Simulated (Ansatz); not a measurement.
# Zr2Ti3C5: a closer look at a trial structure, part 1 of 2

Aim: for this structure of Zr2Ti3C5, repeat the electronic structure at other levels of theory.

Method: DFT PBE, scalar-relativistic, plane waves, PAW, unless a step names another level, in Ansatz 0.2.0.

## 1. The system as given

It takes space group R-3m (No. 166, trigonal). The conventional cell has a = 3.184 Å, b = 3.184 Å, c = 38.760 Å, α = 90.00°, β = 90.00°, γ = 120.00°. Zr (site symmetry 3m) has 6 C at 2.31 Å in its first shell of neighbours. Ti (site symmetry 3m) is surrounded by 6 C at 2.21 Å. Ti (site symmetry -3m) is surrounded by 6 C at 2.21 Å. C (site symmetry 3m) has 6 Ti at 2.21 Å in its first shell of neighbours. C (site symmetry 3m) has 3 Ti at 2.21 Å and 3 Zr at 2.31 Å in its first shell of neighbours. Around C (site symmetry -3m) lie 6 Zr at 2.31 Å.

Coordinates:

```cif
data_structure
_symmetry_space_group_name_H-M 'R-3m:H'
_symmetry_Int_Tables_number 166
_cell_length_a 3.1838
_cell_length_b 3.1838
_cell_length_c 38.7604
_cell_angle_alpha 90.000
_cell_angle_beta 90.000
_cell_angle_gamma 120.000
_cell_volume 340.26
loop_
_atom_site_label
_atom_site_type_symbol
_atom_site_symmetry_multiplicity
_atom_site_Wyckoff_symbol
_atom_site_fract_x
_atom_site_fract_y
_atom_site_fract_z
_atom_site_occupancy
Zr1 Zr 6 c 0.33333 0.66667 0.86925 1
Ti1 Ti 6 c 0.66667 0.33333 0.72986 1
Ti2 Ti 3 a 0.00000 0.00000 0.00000 1
C1 C 6 c 0.00000 0.00000 0.69827 1
C2 C 6 c 0.00000 0.00000 0.90521 1
C3 C 3 b 0.66667 0.33333 0.83333 1
```

The cell was relaxed beforehand at this level, from a generated guess; it needn't be the stable form of this composition. At a tolerance of 0.05 Å it has space group R-3m (No. 166); it has 11.34 Å³/atom, an uncorrected energy of -0.78 eV/atom over the elements and, on its mesh, gap none (metal).

## 2. Level of theory: r2SCAN

File input.yaml:

```yaml
crystal:
  lattice:
    - [1.591901403, 0.9190847035, 12.920130999]
    - [-1.591901403, 0.9190847035, 12.920130999]
    - [0.0, -1.8381694071, 12.920130999]
  atoms:
    - { symbol: Zr, position: [0.2025818773, 0.2025818773, 0.2025818773] }
    - { symbol: Zr, position: [0.7974181227, 0.7974181227, 0.7974181227] }
    - { symbol: Ti, position: [0.3965304563, 0.3965304563, 0.3965304563] }
    - { symbol: Ti, position: [0.0, 0.0, 0.0] }
    - { symbol: Ti, position: [0.6034695437, 0.6034695437, 0.6034695437] }
    - { symbol: C, position: [0.6982706596, 0.6982706596, 0.6982706596] }
    - { symbol: C, position: [0.3017293404, 0.3017293404, 0.3017293404] }
    - { symbol: C, position: [0.9052132573, 0.9052132573, 0.9052132573] }
    - { symbol: C, position: [0.5, 0.5, 0.5] }
    - { symbol: C, position: [0.0947867427, 0.0947867427, 0.0947867427] }
basis:
  ecutwfc: 500
kpoints:
  mp_grid: { grid: [12, 12, 12] }
  band_path:
    path:
      - [[0.0, 0.0, 0.0], [0.5, 0.5, 0.5], [0.82995979, 0.17004021, 0.5]]
      - [[0.5, -0.17004021, 0.17004021], [0.5, 0.0, 0.0], [0.0, 0.0, 0.0], [0.3350201, -0.3350201, 0.0]]
      - [[0.6649799, 0.0, 0.3350201], [0.5, 0.0, 0.5], [0.0, 0.0, 0.0]]
    npoints: 14
hamiltonian:
  xc: r2scan
scf:
  occupations: { method: gaussian, width: 0.1 }
  n_extra_bands: 25
output:
  forces: true
  stress: true
  eigenvalues: true
  populations: true
  dos: { projected: true, de: 0.02, nscf_kmesh: { grid: [15, 15, 15] } }
  bader: true
  write_density: true
  write_potential: true
  elf: true
  volumetric_format: npy
```

Command:

```
$ ansatz run input.yaml --threads 4 --pin off --max-ram 8192MiB --backend cpu --events-out ev --progress --plain --runs-dir out
```

The log of the run:

```text
Warning: RAYON_NUM_THREADS=4 ignored (pool sized by the plan → 4); use --threads N
basis.fft_grid_basis auto: the FFT boxes are laid along the combinations [[1, -1, 0], [0, 1, 0], [0, -1, 1]] of the cell's own vectors, 3.184, 13.050 and 3.184 Å long. The dense box has 24×96×24 points. Along the cell's own vectors, as sized, it would have 96×96×96, 16.00 times as many. Of the 12 symmetry operations that the crystal satisfies within crystal.symmetry.tolerance (time reversal apart; of a slab, those that keep its plane) the dense box along the cell's own vectors carries 12, and the one as laid loses 8 of those. basis.fft_grid_basis: typed keeps the cell's own vectors: state it where this run's energies or levels are differenced outside the engine with another run's, or held beside a run that keeps those vectors. Those combinations have planes normal to reciprocal vector 3, as the cell's own vectors have. Each planar average written beside output.write_density, output.write_potential has a row for each plane of the box: 24. The volumetric files lie along those combinations, not along the cell's own vectors: a cube or XSF file states them, and fields.json those of NumPy files.
scf.n_extra_bands = 25 over 40 filled bands (N_el = 80.0): the run solves 65 bands
Engine: ansatz 0.2.0, x86_64-unknown-linux-gnu
Pseudopotentials: kind: paw
Pseudopotential: Zr, paw, valence charge 12, recommended cutoff 500 eV (meta_gga), Zr.paw.azcp
Pseudopotential: Ti, paw, valence charge 12, recommended cutoff 500 eV (meta_gga), Ti.paw.azcp
Pseudopotential: C, paw, valence charge 4, recommended cutoff 500 eV (meta_gga), C.paw.azcp
Functional definition: r2SCAN
  parameter k0 = 0.174
  parameter k1 = 0.065
  parameter a1 = 4.9479
  exchange = r2scan_x(k0 = k0, k1 = k1, a1 = a1)
  correlation = r2scan_c
Crystal: 10 atoms, lattice volume = 113.420 Å³
Basis set: ecut = 500 eV, 2873 PW (Γ), FFT grids on a1−a2, a2, −a2+a3, exchange–correlation on 96×384×96 points (64 copies of the dense FFT grid, shifted against one another)
Bands: 65, of which v1, the nominal top of the filled ones, is band 40 counted from 1 (39 counted from 0)
Symmetry: 12 space group operations
Space group: R-3m (ITA 166), of the structure as read, at distance tolerance 4.8e-5 Å
k-points: 189 of 1728
Non-local potential: Zr, projectors of the file, l = 0: 3, l = 1: 2, l = 2: 2, l = 3: 2
Non-local potential: Ti, projectors of the file, l = 0: 3, l = 1: 2, l = 2: 3, l = 3: 1
Non-local potential: C, projectors of the file, l = 0: 2, l = 1: 2, l = 2: 1
PAW form: soft (Blöchl's): semilocal exchange-correlation on the pseudo side does not see the compensation charge
PAW frozen core: Zr, regenerated for the run's functional (the file was generated under x = pbe(κ = 0.804, μ = 0.2195149727645171), c = pbe(β = 0.06672455060314922))
PAW frozen core: Ti, regenerated for the run's functional (the file was generated under x = pbe(κ = 0.804, μ = 0.2195149727645171), c = pbe(β = 0.06672455060314922))
PAW frozen core: C, regenerated for the run's functional (the file was generated under x = pbe(κ = 0.804, μ = 0.2195149727645171), c = pbe(β = 0.06672455060314922))
PAW one-centre angular grid: Zr, 590 points (default); XC on 160 Gauss nodes
PAW one-centre angular grid: Ti, 590 points (default); XC on 160 Gauss nodes
PAW one-centre angular grid: C, 302 points (default); XC on 239 of its mesh's 2573 points in the sphere
Initial density: superposition of atomic densities (neutral atoms: chi_scale 0, normalization atom), corrected by the library's trained network
Initial wavefunctions: pseudopotential atomic-orbital guess
Functional: x = r2scan, c = r2scan; τ floored in thin density (d = 2e-4 eV/Å³)
SCF iter   1: F=—  HF=-17170.559650 eV  |F-HF|=—  |Δ(HF+E_count)|=         —  Δρ=1.65e-2  dr2=4.79e-1  dr2_τ=6.42e-1  ethr=1.77e-3  ⟨swp⟩=5.0  Hψ=47320  notcnv=0  defer=1002
preconditioner: auto → Kerker (q_TF=auto, 2.574 Å⁻¹)  [metal: Δε(μ)=0.014 eV  Ē_g=9.481 eV  σ=0.100 eV  W_gap=0.08  n_scr=40 (ndim 8)  ℏωp=22.1 eV  f_vac=0.000  D(μ)=1.10/eV (n_scr^D=4)]
SCF iter   2: F=—  HF=-17170.799757 eV  |F-HF|=—  |Δ(HF+E_count)|=   2.40e-1  Δρ=6.57e-3  dr2=4.22e-2  dr2_τ=7.93e-3  ethr=5.99e-4  ⟨swp⟩=2.0  Hψ=18828  notcnv=0  defer=3450
SCF iter   3: F=—  HF=-17170.803790 eV  |F-HF|=—  |Δ(HF+E_count)|=   4.03e-3  Δρ=3.62e-3  dr2=1.16e-2  dr2_τ=8.54e-4  ethr=5.28e-5  ⟨swp⟩=2.1  Hψ=12178  notcnv=0  defer=3450
SCF iter   4: F=—  HF=-17170.807183 eV  |F-HF|=—  |Δ(HF+E_count)|=   3.39e-3  Δρ=8.48e-4  dr2=1.83e-3  dr2_τ=1.16e-4  ethr=1.45e-5  ⟨swp⟩=2.2  Hψ=13731  notcnv=0  defer=3450
SCF iter   5: F=—  HF=-17170.807535 eV  |F-HF|=—  |Δ(HF+E_count)|=   3.51e-4  Δρ=3.20e-4  dr2=5.09e-4  dr2_τ=1.09e-5  ethr=2.29e-6  ⟨swp⟩=2.2  Hψ=12583  notcnv=0  defer=3450
SCF iter   6: F=—  HF=-17170.807579 eV  |F-HF|=—  |Δ(HF+E_count)|=   4.40e-5  Δρ=1.61e-4  dr2=6.65e-5  dr2_τ=2.94e-6  ethr=6.37e-7  ⟨swp⟩=2.0  Hψ=12500  notcnv=0  defer=3450
SCF iter   7: F=—  HF=-17170.807577 eV  |F-HF|=—  |Δ(HF+E_count)|=   2.00e-6  Δρ=7.70e-5  dr2=1.86e-5  dr2_τ=5.98e-7  ethr=8.31e-8  ⟨swp⟩=1.9  Hψ=14899  notcnv=0  defer=3450
SCF iter   8: F=—  HF=-17170.807577 eV  |F-HF|=—  |Δ(HF+E_count)|=   2.31e-8  Δρ=2.24e-5  dr2=1.65e-6  dr2_τ=1.23e-7  ethr=2.32e-8  ⟨swp⟩=1.9  Hψ=11224  notcnv=0  defer=3450
SCF iter   9: F=—  HF=-17170.807577 eV  |F-HF|=—  |Δ(HF+E_count)|=   1.05e-7  Δρ=7.93e-6  dr2=1.90e-7  dr2_τ=5.21e-9  ethr=2.07e-9  ⟨swp⟩=2.0  Hψ=12580  notcnv=0  defer=3450
SCF iter  10: F=-17170.807577 eV  HF=-17170.807577 eV  |F-HF|=8.12e-9  |Δ(HF+E_count)|=   7.88e-8  Δρ=2.85e-6  dr2=8.55e-9  dr2_τ=7.18e-10  ethr=1.25e-10  ⟨swp⟩=14.2  Hψ=79653  notcnv=0
SCF 1 converged in 10 iterations: F = -17170.807577 eV  dr2 = 8.55e-9
NSCF: frozen V_eff on 101 k-points
NSCF: frozen V_eff on 344 k-points
SCF converged after 10 iterations
Free energy (F): -17170.807577 eV
Harris-Foulkes:  -17170.807577 eV  (|F-HF|=8.12e-9)
Internal energy: -17170.801886 eV  (E = F + TS)
E sigma→0 (E₀):  -17170.804731 eV
Entropy (-TS):   -0.005691 eV (-0.569 meV/atom)
Fermi energy:    14.757738 eV
--- Per-component energies (eV) ---
  E_band       = -503.420660
  E_kinetic    = 1931.290587
  E_local      = -3682.556185  (includes V_loc(G=0)·N_el)
  E_nonlocal   = 299.664129
  E_hartree    = 1380.785646
  E_xc         = -836.174624
  E_vxc        = -1158.479513  (∫ρ·V_xc dr)
  E_paw        = -9608.444479  (= ΣΔE_a)
  E_vpaw       = -723.679587  (= ΣTr[D̂ρ^β])
  E_aug_tail   = 0.000322  (compensation charges beyond the density's cutoff)
  E_vtau       = 68.766685  (kinetic-family band-sum trace: ∫τ·v_τ [+ j·A + Jᵃ·Aᵃ] dr)
  E_ewald      = -6654.153558
  E_core_change = -1.213723  (= ΣΔE_core)
  E_smearing   = -0.005691  (= −TS)
  E_closure    = 0.000000  (closes the sum)
  Σ components = -17170.807577   (vs F -17170.807577, Δ=0.00e0)
--- Forces (eV/Å), atoms counted from 1 ---
  atom   1  Zr     0.00000000    -0.00000000     0.02120138
  atom   2  Zr     0.00000000     0.00000000    -0.02120138
  atom   3  Ti     0.00000000     0.00000000    -0.00151623
  atom   4  Ti     0.00000000     0.00000000    -0.00000000
  atom   5  Ti     0.00000000    -0.00000000     0.00151623
  atom   6  C      0.00000000     0.00000000    -0.00524146
  atom   7  C      0.00000000    -0.00000000     0.00524146
  atom   8  C      0.00000000     0.00000000    -0.02089064
  atom   9  C      0.00000000     0.00000000     0.00000000
  atom  10  C      0.00000000    -0.00000000     0.02089064
  max |Σ_I F_I| component: 3.47e-18 eV/Å
--- Stress (GPa, compression-positive) ---
       -0.436424       0.000000      -0.000000
        0.000000      -0.436424      -0.000000
        0.000000      -0.000000      -0.165658
  P = ⅓ Tr σ = -0.3462 GPa (-3.462 kbar)
--- Band table (eV; the first three rows and the last of 189) ---
  k-point 0: bands = ["-44.4229", "-44.3733", "-44.3604", "-34.9066", "-34.8527", "-19.7873", "-19.6058", "-19.4795", "-19.4795", "-19.4605", "-19.4365", "-19.4365", "-19.4277", "-19.4277", "-12.6920", "-12.2061", "-11.8875", "-11.8875", "-11.8578", "-11.8578", "1.9630", "2.8842", "3.0444", "4.8771", "5.0168", "9.6413", "9.6671", "11.6956", "11.6956", "11.9262", "11.9262", "12.7951", "12.8195", "13.3728", "13.3728", "13.4357", "13.4357", "15.5575", "15.5575", "15.7453", "16.0247", "16.0247", "16.1045", "16.3357", "16.3357", "16.5566", "16.5566", "17.1035", "17.1035", "17.3051", "17.4666", "17.8523", "17.8523", "18.5220", "18.8255", "18.8255", "19.3489", "19.9269", "19.9269", "20.4047", "20.4047", "22.6218", "22.6218", "23.2436", "23.5554"]
  k-point 1: bands = ["-44.4203", "-44.3713", "-44.3590", "-34.8979", "-34.8456", "-19.7801", "-19.6078", "-19.4939", "-19.4856", "-19.4740", "-19.4464", "-19.4405", "-19.4386", "-19.4296", "-12.6717", "-12.2042", "-11.9537", "-11.9240", "-11.9065", "-11.8678", "2.0968", "2.9752", "3.1715", "4.8559", "4.9796", "9.6695", "9.7916", "11.6836", "11.7273", "12.0096", "12.0325", "12.2613", "12.6244", "13.1432", "13.3078", "13.5893", "13.6252", "14.7079", "15.0185", "15.0367", "15.7158", "16.0252", "16.0870", "16.3992", "16.6206", "16.8600", "17.0030", "17.4096", "17.4633", "17.5742", "17.8298", "17.9777", "18.1722", "18.3665", "18.9760", "19.0486", "19.2583", "19.4701", "19.5175", "20.9588", "20.9736", "22.0028", "22.3438", "23.3265", "23.9890"]
  k-point 2: bands = ["-44.4130", "-44.3657", "-44.3552", "-34.8737", "-34.8261", "-19.7607", "-19.6221", "-19.5312", "-19.5102", "-19.5016", "-19.4887", "-19.4515", "-19.4465", "-19.4355", "-12.6172", "-12.2338", "-12.1130", "-12.0820", "-11.9546", "-11.8985", "2.4736", "3.2495", "3.4924", "4.8200", "4.8350", "9.8859", "10.0644", "11.4315", "11.7585", "11.8198", "11.9631", "12.1702", "12.3150", "12.7823", "13.1461", "13.4171", "13.5047", "13.8759", "14.1066", "14.2492", "15.2923", "15.8997", "16.2065", "16.7672", "16.9026", "17.2308", "17.2521", "17.3932", "17.5602", "17.8722", "18.3681", "18.4778", "18.6224", "18.8938", "19.0145", "19.1440", "19.4583", "19.7402", "19.8868", "20.9627", "21.4933", "21.5964", "21.8514", "23.1785", "24.3870"]
  k-point 188: bands = ["-44.4229", "-44.3733", "-44.3604", "-34.9066", "-34.8527", "-19.7873", "-19.6057", "-19.4794", "-19.4794", "-19.4606", "-19.4365", "-19.4365", "-19.4277", "-19.4277", "-12.6920", "-12.2061", "-11.8875", "-11.8875", "-11.8578", "-11.8578", "2.0679", "2.4347", "3.9175", "3.9223", "5.4950", "8.9797", "11.0966", "11.0986", "11.5843", "11.5843", "12.3755", "12.3755", "12.4930", "12.4930", "14.4815", "14.5551", "14.5683", "14.5683", "14.8262", "14.8262", "15.6550", "15.6550", "16.2085", "16.2085", "16.5954", "17.0716", "17.1944", "17.1944", "17.4845", "17.4845", "17.9074", "17.9334", "17.9334", "18.0146", "18.7075", "18.7075", "18.9281", "18.9281", "19.6890", "21.7447", "21.7447", "21.8210", "21.8210", "22.4580", "24.0451"]
--- Löwdin populations: 10 sites ---
  site symbol       q [e]
     0     Zr     11.2223
     1     Zr     11.2223
     2     Ti     11.0600
     3     Ti     11.0762
     4     Ti     11.0600
     5      C      4.8709
     6      C      4.8709
     7      C      4.8075
     8      C      4.7545
     9      C      4.8075
  spilling = 0.003098 (of n_electrons = 80.000000)
--- Bader charges: 10 sites ---
  site symbol  charge [e]  shift [e]
     0     Zr      1.9626     0.0012
     1     Zr      1.9627     0.0012
     2     Ti      1.8020     0.0010
     3     Ti      1.8009     0.0010
     4     Ti      1.8019     0.0010
     5      C     -1.8031     0.0010
     6      C     -1.8029     0.0010
     7      C     -1.8808     0.0011
     8      C     -1.9626     0.0012
     9      C     -1.8808     0.0011
  estimated error of the sums over rays = 7.2e-4 e
```

It took 3.7 min on 4 threads of Intel Xeon at 2.50GHz (Skylake/Cascade Lake), shared host; peak memory 2.4 GiB.

Per atom:

| atom | Löwdin electrons | Bader charge (e) | Bader volume (Å³) |
| --- | --- | --- | --- |
| Zr1 | 11.22 | +1.96 | 11.0 |
| Zr2 | 11.22 | +1.96 | 11.0 |
| Ti3 | 11.06 | +1.80 | 8.1 |
| Ti4 | 11.08 | +1.80 | 8.1 |
| Ti5 | 11.06 | +1.80 | 8.1 |
| C6 | 4.87 | -1.80 | 13.4 |
| C7 | 4.87 | -1.80 | 13.4 |
| C8 | 4.81 | -1.88 | 13.4 |
| C9 | 4.75 | -1.96 | 13.4 |
| C10 | 4.81 | -1.88 | 13.4 |

The Löwdin counts miss 0.25 of the 80 electrons, which the atomic orbitals do not span, so they are no charges.

From bands.tsv, the levels nearest the Fermi level at the path's corners, in eV from the Fermi level:

```tsv
point	band 37	band 38	band 39	band 40	band 41	band 42	band 43	band 44
Γ	-1.32	0.80	0.80	0.99	1.27	1.27	1.35	1.58
T	-0.19	-0.19	0.07	0.07	0.90	0.90	1.45	1.45
H2	-2.44	-2.29	-2.11	-2.10	2.13	2.16	2.26	2.66
H0	-2.44	-2.29	-2.11	-2.10	2.13	2.16	2.26	2.66
L	-2.16	-1.78	-0.85	-0.52	0.20	0.40	2.09	2.21
Γ	-1.32	0.80	0.80	0.99	1.27	1.27	1.35	1.58
S0	-2.44	-2.29	-2.11	-2.10	2.13	2.20	2.23	2.65
S2	-2.44	-2.29	-2.11	-2.10	2.13	2.20	2.23	2.65
F	-1.62	-1.59	-1.57	-0.16	-0.06	1.14	1.15	2.73
Γ	-1.32	0.80	0.80	0.99	1.27	1.27	1.35	1.58
```

Counts of states by energy window (eV from the Fermi level), total and by projection:

```csv
from,to,total,Zr 4d,Ti 3d,C 2p
-8,-7,0.00,0.00,0.00,0.00
-7,-6,0.00,0.00,0.00,0.00
-6,-5,0.83,0.12,0.15,0.41
-5,-4,4.31,0.61,0.76,2.32
-4,-3,5.56,0.78,1.02,3.26
-3,-2,12.16,2.09,3.15,6.43
-2,-1,5.18,0.86,1.55,2.62
-1,0,1.91,0.25,0.50,1.10
0,1,1.89,0.29,0.85,0.69
1,2,3.76,0.67,2.25,0.72
2,3,7.75,1.07,5.63,0.83
3,4,9.53,1.35,6.21,1.61
4,5,6.73,2.58,2.35,1.34
5,6,6.64,2.40,2.01,1.41
```

Below -8 eV lie 50 or so more states.

Axes a, b and c in the maps are those of this run's conventional cell (a, b, c = 3.184, 3.184, 38.760 Å).

Density in a lattice plane of the grid's cell (edges 3.18 and 38.76 Å, at 0.000 of the third edge), which holds Zr and Ti and C.

Ten even steps from '0' (0.11 e/Å³) to '9' (10.07 e/Å³):
```
000000
110001
000000
230003
000000
110001
000000
940004
000000
110001
000000
940004
000000
110001
000000
230003
000000
110001
000000
940004
```
Columns run along the first of these edges and rows up along the second, over one cell in 6 and 20 even steps from the bottom left corner. Atoms in the plane (fractional): Zr at (1.00, 0.20), Zr at (1.00, 0.80), Ti at (1.00, 0.40), Ti at (0.00, 0.00), Ti at (1.00, 0.60), C at (1.00, 0.70), C at (1.00, 0.30), C at (1.00, 0.91), C at (1.00, 0.50), C at (1.00, 0.09).

ELF in the same plane.

Ten even steps from '0' (0.00) to '9' (0.77):
```
222222
297179
223332
092229
135653
098289
124442
071317
211311
088288
211311
071317
124442
098289
135653
092229
223332
297179
222222
071217
```
Columns run along the first of these edges and rows up along the second, over one cell in 6 and 20 even steps from the bottom left corner. Atoms in the plane (fractional): Zr at (1.00, 0.20), Zr at (1.00, 0.80), Ti at (1.00, 0.40), Ti at (0.00, 0.00), Ti at (1.00, 0.60), C at (1.00, 0.70), C at (1.00, 0.30), C at (1.00, 0.91), C at (1.00, 0.50), C at (1.00, 0.09).

Both are smooth fields of the valence electrons: close to the nuclei they are not physical.

The highest ELF values outside the cores: 0.82 in the shell around C, 0.8 Å from C; 0.81 beside C, off the lines to its neighbours, 0.8 Å from C.

## 3. A further run, with the input changed

Edit input.yaml of step 2 so:

```diff
@@ -19,9 +19,3 @@
 kpoints:
-  mp_grid: { grid: [12, 12, 12] }
-  band_path:
-    path:
-      - [[0.0, 0.0, 0.0], [0.5, 0.5, 0.5], [0.82995979, 0.17004021, 0.5]]
-      - [[0.5, -0.17004021, 0.17004021], [0.5, 0.0, 0.0], [0.0, 0.0, 0.0], [0.3350201, -0.3350201, 0.0]]
-      - [[0.6649799, 0.0, 0.3350201], [0.5, 0.0, 0.5], [0.0, 0.0, 0.0]]
-    npoints: 14
+  mp_grid: { grid: [15, 15, 15] }
 hamiltonian:
@@ -30,13 +24,7 @@
   occupations: { method: gaussian, width: 0.1 }
-  n_extra_bands: 25
+  convergence: { dr2_threshold: 0.0001 }
+  lower_state_search: "off"
 output:
   forces: true
+  eigenvalues: true
   stress: true
-  eigenvalues: true
-  populations: true
-  dos: { projected: true, de: 0.02, nscf_kmesh: { grid: [15, 15, 15] } }
-  bader: true
-  write_density: true
-  write_potential: true
-  elf: true
-  volumetric_format: npy
```

Command:

```
$ ansatz run input.yaml --threads 4 --pin off --max-ram 8192MiB --backend cpu --events-out ev --progress --plain --runs-dir out
```

The log of the run, cut to the lines that bear on the results:

```text
Warning: scf.convergence.dr2_threshold = 1e-4 eV is looser than this run's default, which is 1e-7 eV or tighter. The error in the forces grows as the threshold's square root, so leave the key out unless less accurate forces are enough
Warning: output.stress: scf.convergence.dr2_threshold = 1e-4 eV is looser than the 1e-9 eV advised for a printed stress (1e-10 eV for each atom of the cell: 10). What an SCF threshold leaves in a stress goes as its square root, and in the free energy as the threshold itself, and one [...]
Warning: RAYON_NUM_THREADS=4 ignored (pool sized by the plan → 4); use --threads N
[...]
[... 5 set-up lines as earlier in the session ...]
[...]
Crystal: 10 atoms, lattice volume = 113.420 Å³
[...]
SCF iter   1: F=-17170.450046 eV  HF=-17170.555899 eV  |F-HF|=1.06e-1  |Δ(HF+E_count)|=         —  Δρ=1.64e-2  dr2=4.71e-1  dr2_τ=6.40e-1  ethr=1.77e-3  ⟨swp⟩=4.1  Hψ=66459  notcnv=0  defer=14
[...]
SCF iter   6: F=-17170.804623 eV  HF=-17170.804671 eV  |F-HF|=4.75e-5  |Δ(HF+E_count)|=   4.25e-5  Δρ=1.31e-4  dr2=5.56e-5  dr2_τ=2.11e-6  ethr=1.25e-7  ⟨swp⟩=8.8  Hψ=76970  notcnv=0
[...]
SCF converged after 6 iterations
Free energy (F): -17170.804623 eV
[...]
E sigma→0 (E₀):  -17170.800658 eV
Entropy (-TS):   -0.007930 eV (-0.793 meV/atom)
Fermi energy:    14.733513 eV
[...]
--- Forces (eV/Å), atoms counted from 1 ---
  atom   1  Zr     0.00000000    -0.00000000     0.01183825
  atom   2  Zr     0.00000000     0.00000000    -0.01183825
  atom   3  Ti    -0.00000000    -0.00000000     0.00584047
  atom   4  Ti     0.00000000     0.00000000     0.00000000
  atom   5  Ti     0.00000000     0.00000000    -0.00584047
  atom   6  C      0.00000000     0.00000000    -0.00815223
  atom   7  C     -0.00000000    -0.00000000     0.00815223
  atom   8  C      0.00000000     0.00000000    -0.01565653
[...]
--- Stress (GPa, compression-positive) ---
       -0.425153       0.000000       0.000000
        0.000000      -0.425153      -0.000000
        0.000000      -0.000000      -0.248101
  P = ⅓ Tr σ = -0.3661 GPa (-3.661 kbar)
--- Band table (eV; the first three rows and the last of 344) ---
[...]
```

Wall time 1.9 min (4 threads of Intel Xeon at 2.50GHz (Skylake/Cascade Lake), shared host); peak memory 2 GiB.

## 4. Checking the result

This run ends as converged, with warnings (force scf threshold loose, published levels not confirmed, stress scf threshold loose). Its log warns: «scf.convergence.dr2_threshold = 1e-4 eV is looser than this run's default, which is 1e-7 eV or tighter. The error in the forces grows as the threshold's square root ...»

Look at the input: scf.convergence.dr2_threshold is 0.0001. The tolerance lets an unconverged density pass as converged.

The way back: delete scf.convergence.dr2_threshold (the default then holds).

| run | ending | energy change | pressure (GPa) | gap (eV) | force (eV/Å) | cycles | time |
| --- | --- | --- | --- | --- | --- | --- | --- |
| step 2 | converged | 0 | -0.3 | 0.00 | 0.02 | 10 | 3.7 min |
| altered | converged | +0.3 meV/atom | -0.4 | 0.00 | 0.02 | 6 | 1.9 min |

Changing the k-point mesh, convergence setting and search for lower states leaves the energy as it was (+0.3 meV/atom).

(Continued in part 2 of 2.)
